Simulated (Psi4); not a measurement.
**GeHCl (SMILES [Cl][GeH]), step by step**

Wanted: a series of 10 runs (PBE-D4/def2-SVP, PBE0-D4/def2-TZVP, PBE-D4/def2-TZVPP, r2SCAN-D4/def2-TZVPP, B3LYP-D4/def2-TZVPP, PBE0-D4/def2-TZVPP, wB97M-V/def2-TZVPP, CCSD(T)/def2-TZVPP, and more) of GeHCl. 

Program for the calculation: Psi4 1.11.

### 1 The system as given

GeHCl: 3 atoms, total charge 0, spin state singlet. SMILES: `[Cl][GeH]`. Geometry: a GFN2-xTB, rattled relaxation, a rough one for these elements and not checked as a minimum. The run starts from this shape.

Bond lengths: Cl1–Ge2 2.130 Å, Ge2–H3 1.711 Å. Angles: Cl1–Ge2–H3 96.9°.

### 2 A geometry optimisation at PBE-D4/def2-SVP (density fitting) (run 1)

job.dat reads:

```
memory 3.3 GB

molecule m {
  0 1
  Cl     1.214239    -0.870983     0.571550
  Ge    -0.650516    -0.424009    -0.356401
  H     -0.574324     1.274266    -0.162909
  symmetry c1
}

set basis def2-SVP
set scf_type df
set geom_maxiter 60
set max_force_g_convergence 0.0005

optimize('pbe-d4')
```

Run with:

```console
$ psi4 -i job.dat -o job.out -n 2
```

job.out:

```text
[...]
  Running in c1 symmetry.
[...]
  Nuclear repulsion =  148.144305009612765
[...]
  Multiplicity = 1
[...]
  Nalpha       = 25
  Nbeta        = 25
[...]
    Number of basis functions: 55
[...]
   @DF-RKS iter   1: -2535.40005583028505   -1.78755e+00   4.46258e-02 ADIIS/DIIS
[...]
   @DF-RKS iter   7: -2536.90426928266470   -4.54747e-12   6.84148e-09 DIIS
[...]
  @DF-RKS Final Energy: -2536.90426928266470
   => Energetics <=
    Nuclear Repulsion Energy =            143.7723940703668575
    One-Electron Energy =               -3816.2616569568313025
    Two-Electron Energy =                1242.6858563689265793
    DFT Exchange-Correlation Energy =    -107.0989024392618205
    Empirical Dispersion Energy =          -0.0019603258649095
    VV10 Nonlocal Energy =                  0.0000000000000000
    Total Energy =                      -2536.9042692826646999
[...]
 Multipole Moments:
 ------------------------------------------------------------------------------------
     Multipole            Electronic (a.u.)      Nuclear  (a.u.)        Total (a.u.)
 ------------------------------------------------------------------------------------
 L = 1.  Multiply by 2.5417464519 to convert [e a0] to [Debye]
 Dipole X            :         -5.2684229            4.6850663           -0.5833566
 Dipole Y            :         -0.5719912            0.6733193            0.1013281
 Dipole Z            :         -0.0000000            0.0000000           -0.0000000
 Magnitude           :                                                    0.5920915
[...]
  -Total Gradient:
     Atom            X                  Y                   Z
    ------   -----------------  -----------------  -----------------
       1       -0.000264295057     0.000036036804    -0.000000000000
       2        0.000174856885    -0.000173265332    -0.000000000000
       3        0.000033169441     0.000126844282    -0.000000000000
[...]
    Final optimized geometry and variables:
    Molecular point group: c1
    Full point group: Cs
    Geometry (in Angstrom), charge = 0, multiplicity = 1:
    CL           1.470823318309    -0.336637333915     0.000000000000
    GE          -0.689499526793     0.135469324066    -0.000000000000
    H           -0.460781225077     1.744121544160     0.000000000000
    Psi4 run time: 0:00:05.33
[...]
```

On the terminal:

```text
Optimizer: Optimization complete!
```

Run time: 6.3 s. Hardware: 2 threads of Intel Xeon 6975P-C (Granite Rapids), shared host; peak memory 0.36 GiB.

The path in brief:

```
step  energy from the first frame kept (eV)  largest force (eV/Å)
   0                                 0.0000                1.6202
   1                                -0.0841                0.4147
   2                                -0.0896                0.0747
   3                                -0.0898                0.0137
```

After the run. Bond lengths: Cl1–Ge2 2.211 Å, Ge2–H3 1.625 Å. Angles: Cl1–Ge2–H3 94.2°.

### 3 A structure relaxation at PBE0-D4/def2-TZVP (density fitting) (run 2)

job.inp reads:

```
memory 3300 MB

molecule {
  0 1
  Cl     1.261262    -0.886213     0.594591
  Ge    -0.673367    -0.415626    -0.367509
  H     -0.529834     1.187848    -0.147636
  symmetry c1
}

set {
  basis def2-TZVP
  scf_type df
  geom_maxiter 50
  max_force_g_convergence 0.0002
}

e_tot, wfn = opt('pbe0-d4', return_wfn=True)
```

Run with:

```console
$ psi4 -n 2 job.inp job.out
```

job.out:

```text
[...]
  Running in c1 symmetry.
[...]
  Nuclear repulsion =  143.772413606926875
[...]
  Multiplicity = 1
[...]
  Nalpha       = 25
  Nbeta        = 25
[...]
    Number of basis functions: 91
[...]
   @DF-RKS iter   1: -2535.85734374551976   -2.01624e+00   3.36309e-02 ADIIS/DIIS
[...]
   @DF-RKS iter   7: -2537.41495364844513   -2.18279e-11   4.87986e-09 DIIS
[...]
  @DF-RKS Final Energy: -2537.41495364844513
   => Energetics <=
    Nuclear Repulsion Energy =            145.6554273399948158
    One-Electron Energy =               -3821.1774192745428991
    Two-Electron Energy =                1219.0355928103233509
    DFT Exchange-Correlation Energy =     -80.9269172980108351
    Empirical Dispersion Energy =          -0.0016372262098685
    VV10 Nonlocal Energy =                  0.0000000000000000
    Total Energy =                      -2537.4149536484451346
[...]
 Multipole Moments:
 ------------------------------------------------------------------------------------
     Multipole            Electronic (a.u.)      Nuclear  (a.u.)        Total (a.u.)
 ------------------------------------------------------------------------------------
 L = 1.  Multiply by 2.5417464519 to convert [e a0] to [Debye]
 Dipole X            :         -5.3216860            4.6394985           -0.6821875
 Dipole Y            :         -0.5205480            0.6713280            0.1507799
 Dipole Z            :          0.0000000            0.0000000            0.0000000
 Magnitude           :                                                    0.6986519
[...]
  -Total Gradient:
     Atom            X                  Y                   Z
    ------   -----------------  -----------------  -----------------
       1        0.000115718741    -0.000016810759    -0.000000000000
       2       -0.000190032566     0.000150351067    -0.000000000000
       3        0.000014958356    -0.000167300970     0.000000000000
[...]
    Final optimized geometry and variables:
    Molecular point group: c1
    Full point group: Cs
    Geometry (in Angstrom), charge = 0, multiplicity = 1:
    CL           1.453086723612    -0.328148507646     0.000000000000
    GE          -0.681324757543     0.131861442972    -0.000000000000
    H           -0.444965189937     1.714209908204     0.000000000000
    Psi4 run time: 0:00:06.02
[...]
```

The script printed:

```text
Optimizer: Optimization complete!
```

Wall time 6.9 s (2 threads of Intel Xeon 6975P-C (Granite Rapids), shared host); peak memory 0.46 GiB.

The path in brief:

```
step  energy from the first frame kept (eV)  largest force (eV/Å)
   0                                 0.0000                0.4412
   1                                -0.0095                0.0962
   2                                -0.0098                0.0125
```

After the run. Bond lengths: Cl1–Ge2 2.183 Å, Ge2–H3 1.600 Å. Angles: Cl1–Ge2–H3 93.7°.

Runs 3 to 9 aren't shown in full; the table further down has their settings and results.

### 4 The energy at MP2/def2-QZVPP (density fitting, density fitting for correlation) (run 10)

calc.dat reads:

```
memory 3300 mb

molecule {
  0 1
  Cl
  Ge 1 R2
  H 2 R3 1 A3

  R2 = 2.183419
  R3 = 1.599903
  A3 = 93.66681
  symmetry c1
}

set basis def2-QZVPP
set scf_type df
set num_frozen_docc 14

energy('mp2')
print_variables()
```

Run with:

```console
$ psi4 -i calc.dat -o calc.out -n 2
```

calc.out:

```text
[...]
  Running in c1 symmetry.
[...]
  Nuclear repulsion =  145.655475492298876
[...]
  Multiplicity = 1
[...]
  Nalpha       = 25
  Nbeta        = 25
[...]
    Number of basis functions: 189
[...]
   @DF-RHF iter   1: -2534.19889794171786   -3.12619e+00   1.63986e-02 ADIIS/DIIS
[...]
   @DF-RHF iter  12: -2535.53254474917730   -5.32054e-11   7.75976e-09 DIIS
[...]
    Orbital Energies [Eh]
    ---------------------
    Doubly Occupied:
       1A   -405.277120     2A   -104.819570     3A    -52.181950
       4A    -46.269263     5A    -46.268108     6A    -46.267136
       7A    -10.545612     8A     -8.012198     9A     -8.011407
      10A     -8.011079    11A     -7.224231    12A     -5.199865
      13A     -5.195635    14A     -5.191718    15A     -1.676579
      16A     -1.674607    17A     -1.668885    18A     -1.666777
      19A     -1.663244    20A     -1.075964    21A     -0.672345
      22A     -0.498588    23A     -0.464221    24A     -0.459832
      25A     -0.354998
[...]
  @DF-RHF Final Energy: -2535.53254474917730
   => Energetics <=
    Nuclear Repulsion Energy =            145.6554754922988764
    One-Electron Energy =               -3821.6741785900539981
    Two-Electron Energy =                1140.4861583485776464
    Total Energy =                      -2535.5325447491773048
[...]
 Multipole Moments:
 ------------------------------------------------------------------------------------
     Multipole            Electronic (a.u.)      Nuclear  (a.u.)        Total (a.u.)
 ------------------------------------------------------------------------------------
 L = 1.  Multiply by 2.5417464519 to convert [e a0] to [Debye]
 Dipole X            :         -1.5849060            1.6337232            0.0488172
 Dipole Y            :         -5.1864854            4.3939225           -0.7925629
 Dipole Z            :          0.0000000            0.0000000            0.0000000
 Magnitude           :                                                    0.7940649
[...]
```

It took 3 s on 2 threads of Intel Xeon 6975P-C (Granite Rapids), shared host; peak memory 0.47 GiB.

### 5 All runs side by side

```
run                                                                  level  geom maxiter  max force g convergence   energy (Eh)  dipole moment (D)  HOMO energy (eV)  LUMO energy (eV)  wall time
  1                                      PBE-D4/def2-SVP (density fitting)            60                   0.0005  -2536.904269               1.50             -5.95             -3.80      6.3 s
  2                                    PBE0-D4/def2-TZVP (density fitting)            50                   0.0002  -2537.414954               1.78             -7.17             -3.05      6.9 s
  3                                    PBE0-D4/def2-TZVP (density fitting)             –                        –  -2537.414954               1.78                 –                 –       23 s
  4                                    PBE-D4/def2-TZVPP (density fitting)             –                        –  -2537.328767               1.59             -6.05             -3.85      4.8 s
  5                                 r2SCAN-D4/def2-TZVPP (density fitting)             –                        –  -2537.785287               1.64             -6.34             -3.78      7.2 s
  6                                  B3LYP-D4/def2-TZVPP (density fitting)             –                        –  -2537.898190               1.79             -6.99             -3.28      4.5 s
  7                                   PBE0-D4/def2-TZVPP (density fitting)             –                        –  -2537.415207               1.77             -7.16             -3.05      4.5 s
  8                                   wB97M-V/def2-TZVPP (density fitting)             –                        –  -2537.690677               1.88             -9.35             -1.11        6 s
  9  CCSD(T)/def2-TZVPP (density fitting, density fitting for correlation)             –                        –  -2535.937220                  –             -9.62              0.07       10 s
 10      MP2/def2-QZVPP (density fitting, density fitting for correlation)             –                        –  -2536.234339                  –             -9.66             -0.07        3 s
```

### 6 Summary of results

```
                                                            quantity           value
                                run 10, MP2/def2-QZVPP: total energy  -2536.23434 Eh
         run 10, MP2/def2-QZVPP: HOMO energy (Hartree–Fock orbitals)        -9.66 eV
         run 10, MP2/def2-QZVPP: LUMO energy (Hartree–Fock orbitals)        -0.07 eV
       run 10, MP2/def2-QZVPP: HOMO–LUMO gap (Hartree–Fock orbitals)         9.59 eV
run 10, MP2/def2-QZVPP: correlation energy (14 core orbitals frozen)      -701.8 mEh
```

Over runs 3, 4, 5, 6, 7, 8 the dipole moment (its size) runs from 1.59 D (PBE-D4/def2-TZVPP) to 1.88 D (wB97M-V/def2-TZVPP). Over runs 4, 5, 6, 7, 8 the HOMO–LUMO gap runs from 2.20 eV (PBE-D4/def2-TZVPP) to 8.24 eV (wB97M-V/def2-TZVPP). Totals of different functionals can't be ranked against each other. All runs together took 77 s, the longest 23 s.
